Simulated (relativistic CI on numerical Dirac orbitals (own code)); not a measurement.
# Ca¹⁰⁺: one ion under different settings

Aim: see what numerical and physical settings do to the SCF, the total energy and the lowest levels of Ca¹⁰⁺.

Method: Dirac-Coulomb-Breit CI, KLI orbitals optimised for each configuration, model QED (radiative potential, 1s self-energy scaled to tabulated hydrogen-like ionisation energies), numerical settings as typed. Code: relativistic CI on numerical Dirac orbitals (own code) version 3.

## (1) The system

```
ion            : Ca¹⁰⁺ (Ca XI)
nuclear charge : 20
electrons      : 10
isotope        : A = 40
```

## (2) Usual settings

Input settings:

```ini
atom Ca  Z=20  charge=10  electrons=10
nucleus A=40  rms_radius_fm=3.4776
hamiltonian dirac-coulomb  breit=on  qed=on  c_scale=1
orbitals kli  potential=per-configuration
slater_scale 1
correlation none
mixing on
grid step=0.0125 r_max=9.3
scf mixing=0.4 start=green max_iterations=150 tolerance=2e-08 node_fill=0.05
configurations
  [He] 2s2 2p6
  [He] 2s2 2p5 3s
  [He] 2s2 2p5 3p
  [He] 2s2 2p5 3d
  [He] 2s 2p6 3s
end
```

Run with:

```
$ python run_levels.py task.json out
```

task.json lists these runs, among others, and the program works through them in turn.

## (3) End of the grid 27.9

Settings: those of step 2 with these lines changed.

```diff
@@ -7,3 +7,3 @@
 mixing on
-grid step=0.0125 r_max=9.3
+grid step=0.0125 r_max=27.9
 scf mixing=0.4 start=green max_iterations=150 tolerance=2e-08 node_fill=0.05
```

## (4) Slater scale 1.2, potential mixing 0.1

Input settings:

```ini
atom Ca  Z=20  charge=10  electrons=10
nucleus A=40  rms_radius_fm=3.4776
hamiltonian dirac-coulomb  breit=on  qed=on  c_scale=1
orbitals kli  potential=per-configuration
slater_scale 1.2
correlation none
mixing on
grid step=0.0125 r_max=9.3
scf mixing=0.1 start=green max_iterations=150 tolerance=2e-08 node_fill=0.05
configurations
  [He] 2s2 2p6
  [He] 2s2 2p5 3s
  [He] 2s2 2p5 3p
  [He] 2s2 2p5 3d
  [He] 2s 2p6 3s
end
```

## (5) Potential mixing 0.05

Settings: those of step 4 with these lines changed.

```diff
@@ -4,3 +4,3 @@
 orbitals kli  potential=per-configuration
-slater_scale 1.2
+slater_scale 1
 correlation none
@@ -8,3 +8,3 @@
 grid step=0.0125 r_max=9.3
-scf mixing=0.1 start=green max_iterations=150 tolerance=2e-08 node_fill=0.05
+scf mixing=0.05 start=green max_iterations=150 tolerance=2e-08 node_fill=0.05
 configurations
```

## (6) QED terms off, Breit term off

Input settings:

```ini
atom Ca  Z=20  charge=10  electrons=10
nucleus A=40  rms_radius_fm=3.4776
hamiltonian dirac-coulomb  breit=off  qed=off  c_scale=1
orbitals kli  potential=per-configuration
slater_scale 1
correlation none
mixing on
grid step=0.0125 r_max=9.3
scf mixing=0.4 start=green max_iterations=150 tolerance=2e-08 node_fill=0.05
configurations
  [He] 2s2 2p6
  [He] 2s2 2p5 3s
  [He] 2s2 2p5 3p
  [He] 2s2 2p5 3d
  [He] 2s 2p6 3s
end
```

## (7) Tolerance 1e-14

Input settings:

```ini
atom Ca  Z=20  charge=10  electrons=10
nucleus A=40  rms_radius_fm=3.4776
hamiltonian dirac-coulomb  breit=on  qed=on  c_scale=1
orbitals kli  potential=per-configuration
slater_scale 1
correlation none
mixing on
grid step=0.0125 r_max=9.3
scf mixing=0.4 start=green max_iterations=71 tolerance=1e-14 node_fill=0.05
configurations
  [He] 2s2 2p6
  [He] 2s2 2p5 3s
  [He] 2s2 2p5 3p
  [He] 2s2 2p5 3d
  [He] 2s 2p6 3s
end
```

## (8) Grid step 0.15

Settings: those of step 7 with these lines changed.

```diff
@@ -7,4 +7,4 @@
 mixing on
-grid step=0.0125 r_max=9.3
-scf mixing=0.4 start=green max_iterations=71 tolerance=1e-14 node_fill=0.05
+grid step=0.15 r_max=9.3
+scf mixing=0.4 start=green max_iterations=82 tolerance=2e-08 node_fill=0.05
 configurations
```

(Steps that only read results are left out.)

**Question.** What will these runs give? Wanted: lowest level, usual settings; total energy; first excitation.

The runs gave:

| setting | total energy less usual (Ha) | largest shift of a level among the lowest eight of both runs, same label and place (cm⁻¹) | SCF iterations | time | lowest level | kind of change |
| --- | --- | --- | --- | --- | --- | --- |
| usual | 0 | 0 | 49 | 0.16 s | 2p6 1S0 | - |
| end of the grid 27.9 | 0 | 0 | 49 | 0.17 s | 2p6 1S0 | numerical |
| Slater scale 1.2, potential mixing 0.1 | 1.1e-06 | 8820 | 55 | 0.17 s | 2p6 1S0 | model term |
| potential mixing 0.05 | 0 | 0 | 59 | 0.18 s | 2p6 1S0 | numerical |
| QED terms off, Breit term off | -0.308 | 2050 | 49 | 0.12 s | 2p6 1S0 | model term |
| tolerance 1e-14 | 0 | 0 | 92 | 0.19 s | 2p6 1S0 | extreme, harmless here |
| grid step 0.15 | 0.00097 | 268 | 49 | 0.061 s | 2p6 1S0 | unsound |

| quantity | value |
| --- | --- |
| lowest level, usual settings | 2p6 1S0 |
| total energy | -642.9448 Ha |
| first excitation | 346.55 eV |

In words: Among the runs whose levels can be followed, they move most under «Slater scale 1.2, potential mixing 0.1» (model term), by up to 8820 cm⁻¹. No visible change in the result comes from «end of the grid 27.9» or «potential mixing 0.05» or «tolerance 1e-14». «Tolerance 1e-14» costs 92 SCF iterations against 49. Under «grid step 0.15» the program warns: orbitals of one symmetry overlap by 3.3e-05. Only the listed configurations are in the model.
